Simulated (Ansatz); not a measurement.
# YTl3Pb: the cost of one run

Computed with Ansatz 0.2.0 (DFT PBE, scalar-relativistic, plane waves, PAW, unless a step's input says otherwise).

## 1. The system as given

The structure is hexagonal, space group P6_3/mmc (No. 194). The conventional cell has a = 7.355 Å, b = 7.355 Å, c = 6.284 Å, α = 90.00°, β = 90.00°, γ = 120.00°. Around Y (site symmetry -6m2) lie 12 Tl at 3.69 to 3.95 Å. Tl (site symmetry mm2) has 2 Pb at 2.43 Å in its first shell of neighbours. Pb (site symmetry -3m) is surrounded by 6 Tl at 2.43 Å.

As a file:

```xyz
10
Lattice="7.3549 0.0000 0.0000 -3.6775 6.3695 0.0000 0.0000 0.0000 6.2837" Properties=species:S:1:pos:R:3 pbc="T T T"
Y     0.0000    4.2464    4.7128
Y     3.6775    2.1232    1.5709
Tl    0.0000    1.8599    1.5709
Tl    5.7442    0.9300    4.7128
Tl    3.6775    4.5096    4.7128
Tl   -2.0667    5.4396    1.5709
Tl    2.0667    5.4396    1.5709
Tl    1.6107    0.9300    4.7128
Pb    0.0000    0.0000    3.1418
Pb    0.0000    0.0000    0.0000
```

(A quick probe on a coarse mesh, which set the mesh and smearing, is not shown.)

## 3. Coarse relaxation

input.yaml

```yaml
crystal:
  lattice:
    - [7.3549119263, 0.0, 0.0]
    - [-3.6774559632, 6.3695405708, 0.0]
    - [0.0, 0.0, 6.2836814148]
  atoms:
    - { symbol: "Y", position: [0.3333333333, 0.6666666667, 0.75] }
    - { symbol: "Y", position: [0.6666666667, 0.3333333333, 0.25] }
    - { symbol: Tl, position: [0.146, 0.2919999999, 0.25] }
    - { symbol: Tl, position: [0.854, 0.146, 0.75] }
    - { symbol: Tl, position: [0.854, 0.7080000001, 0.75] }
    - { symbol: Tl, position: [0.146, 0.854, 0.25] }
    - { symbol: Tl, position: [0.7080000001, 0.854, 0.25] }
    - { symbol: Tl, position: [0.2919999999, 0.146, 0.75] }
    - { symbol: Pb, position: [0.0, 0.0, 0.5] }
    - { symbol: Pb, position: [0.0, 0.0, 0.0] }
basis:
  ecutwfc: 420
kpoints:
  mp_grid: { grid: [3, 3, 4] }
hamiltonian:
  xc: pbe
scf:
  occupations: { method: gaussian, width: 0.1 }
  lower_state_search: "off"
output:
  forces: true
  stress: true
  eigenvalues: true
relax:
  adjacent_minimum: "off"
  f_tol: 0.04
  max_steps: 70
  cell: { stress_tol: 0.4 }
```

Launch:

```console
> ansatz run input.yaml --threads 1 --pin off --max-ram 2560MiB --backend cpu --events-out ev --progress --plain --runs-dir out
```

Q: Estimate wall time and peak memory on 1 thread of Oxide Virtual Turin-like (Zen 5), shared host.

About 1.9 min, with a peak of 0.7 GiB.
